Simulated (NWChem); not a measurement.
# SrO (SMILES [O][Sr]): CCSD(T)/def2-TZVPP (core potential)

What is the vertical ionisation energy of SrO at CCSD(T)/def2-TZVPP (core potential)? 

The results are computed with NWChem 7.3.0.

6 further runs of the same task are left out: 6 set aside as unsound or not needed. Runs told in other sessions of the task aren't counted.

## (1) The structure to begin with

The species is SrO (2 atoms), meant as a singlet with charge 0. As SMILES, `[O][Sr]`. Geometry: relaxed at PBE0-D4/def2-TZVP.

Bond lengths: O1–Sr2 1.912 Å.

## (2) The energy at CCSD(T)/def2-TZVPP (core potential)

job.nw reads:

```
start job
memory stack 880 mb heap 220 mb global 1100 mb
charge 0

geometry units angstrom noautosym nocenter noautoz
  O        0.000000       0.000000       0.045510
  Sr       0.000000       0.000000       1.957660
end

basis spherical bse
  * library def2-TZVPP
end

ecp bse
  Sr library def2-TZVPP
end

scf
  nopen 0
  rhf
  thresh 1e-08
  maxiter 80
  print low
end

ccsd
  freeze core 1
  maxiter 60
end

task ccsd(t)
```

The run is started by

```console
$ nwchem job.nw > job.out
```

Log:

```text
[...]
  functions       =    71
[...]
  wavefunction    = RHF
[...]
         Total SCF energy =   -105.180752700063
      One-electron energy =   -200.451758585227
      Two-electron energy =     73.131435286636
 Nuclear repulsion energy =     22.139570598528
        Time for solution =      4.9s
[...]
 Total MP2 energy:           -105.668734670188357
[...]
             energy      energy      error      ampl     ampl      Block
                                                time     time      time
[...]
 Total CCSD energy:           -105.658843855154288
[...]
 Total CCSD+T(CCSD) energy:           -105.687323576342678
[...]
 Total CCSD(T) energy:                -105.681770668874933
[...]
```

It took 54 s on 1 thread of Intel Xeon 6975P-C (Granite Rapids), shared host; peak memory 0.16 GiB.

## (3) The doublet cation

run.py reads:

```python
from ase import Atoms
from ase.calculators.nwchem import NWChem

system = Atoms('OSr', positions=[
    [0.000000, 0.000000, 0.045510],
    [-0.000000, -0.000000, 1.957660],
])

calc = NWChem(
    label='osr',
    theory='tce',
    memory='2200 mb',
    basis='def2-TZVPP',
    basispar='spherical bse',
    charge=1,
    scf={'nopen': '1', 'uhf': None, 'thresh': '1e-08', 'maxiter': '80'},
    tce={'scf': None, 'ccsd(t)': None, 'freeze': 'core 1', 'maxiter': '60'},
    task='energy',
    **{'ecp bse': {'Sr library': 'def2-TZVPP'}},
)
system.calc = calc

print("Total energy (eV):", round(system.get_potential_energy(), 6))
```

The run is started by

```console
$ export ASE_NWCHEM_COMMAND="nwchem PREFIX.nwi > PREFIX.nwo"
$ python run.py
```

Log:

```text
Total energy (eV): -2869.479336
```

The calculator wrote osr.nwi:

```
title "osr"

permanent_dir osr

scratch_dir osr

start osr

geometry units angstrom nocenter noautosym noautoz
  O  0.0000000000000000e+00 0.0000000000000000e+00 4.5510000000000002e-02
  Sr -0.0000000000000000e+00 -0.0000000000000000e+00 1.9576600000000000e+00
end

charge 1

memory 2200 mb

basis spherical bse noprint
   * library def2-TZVPP
end

scf
  nopen 1
  uhf
  thresh 1e-08
  maxiter 80
end
tce
  scf
  ccsd(t)
  freeze core 1
  maxiter 60
end
ecp bse
  Sr library def2-TZVPP
end

task tce energy
```

osr.nwo:

```text
Northwest Computational Chemistry Package (NWChem) 7.3.0
             --------------------------------------------------------

           Job information
           ---------------

    nwchem branch   = 7.3.0
    use scalapack   = T
    input           = osr.nwi
    prefix          = osr.
    data base       = osr/osr.db
    status          = startup
    nproc           =        1

           Memory information
           ------------------

    heap     =     72089598 doubles =      550.0 Mbytes
    stack    =     72089595 doubles =      550.0 Mbytes
    global   =    144179200 doubles =     1100.0 Mbytes (distinct from heap & stack)
    total    =    288358393 doubles =     2200.0 Mbytes
    verify   = yes
    hardfail = no

           Directory information
           ---------------------

  0 permanent = osr
  0 scratch   = osr

[... 27 lines left out ...]
            Nuclear Dipole moment (a.u.)
[... 63 lines left out ...]
 1-e energy   =    -185.503276
[... 7 lines left out ...]
         Quadratically convergent UHF
[... 16 lines left out ...]
       Final UHF  results
[... 3 lines left out ...]
      One electron energy =   -194.844281913031
[... 1 line left out ...]
 Nuclear repulsion energy =     22.139570598528
[... 31 lines left out ...]
          Final beta eigenvalues
[... 238 lines left out ...]
                     UHF Final Beta Molecular Orbital Analysis
[... 423 lines left out ...]
 CCSD total energy / hartree       =      -105.439110109112292
[... 1 line left out ...]
 Singles contributions

 Doubles contributions
 CCSD(T)
 Using plain CCSD(T) code
             total no. of tasks           56
 total no. of tasks / no. procs           56
                         wl_min      3176523          12.1
                         wl_max      4741632          13.0
        thresh for no. of tasks           56

 CCSD[T]  correction energy / hartree =        -0.013076564857698
 CCSD[T] correlation energy / hartree =        -0.418812337662897
 CCSD[T] total energy / hartree       =      -105.452186673969990
 CCSD(T)  correction energy / hartree =        -0.012311338169648
 CCSD(T) correlation energy / hartree =        -0.418047110974847
 CCSD(T) total energy / hartree       =      -105.451421447281945

 Task  times  cpu:       56.7s     wall:       56.7s
 Total times  cpu:       56.7s     wall:       56.7s
```

It took 58 s on 1 thread of Intel Xeon 6975P-C (Granite Rapids), shared host; peak memory 0.9 GiB.

## (4) Outcome

Level: CCSD(T)/def2-TZVPP (core potential), 1 core orbital frozen.

| quantity | value |
| --- | --- |
| singlet SrO: total energy | -105.68177 Eh |
| singlet SrO: correlation energy (1 core orbital frozen) | -501.0 mEh |
| singlet SrO: (T) correction | -22.93 mEh |
| doublet cation: total energy | -105.45142 Eh |
| doublet cation: HOMO energy (Hartree–Fock orbitals) (highest over α and β) | -16.70 eV |
| doublet cation: LUMO energy (Hartree–Fock orbitals) (lowest over α and β) | -4.79 eV |
| doublet cation: correlation energy (1 core orbital frozen) | -418.0 mEh |
| doublet cation: (T) correction | -12.31 mEh |
| doublet cation: ⟨S²⟩ of the reference determinant | 0.762 |
| vertical ionisation energy (to the doublet cation) | 6.268 eV |

In words: The vertical ionisation energy comes to 6.27 eV (145 kcal/mol). The triples (singlet SrO) make up 4.6 % of the correlation energy. The triples (doublet cation) make up 2.9 % of the correlation energy.
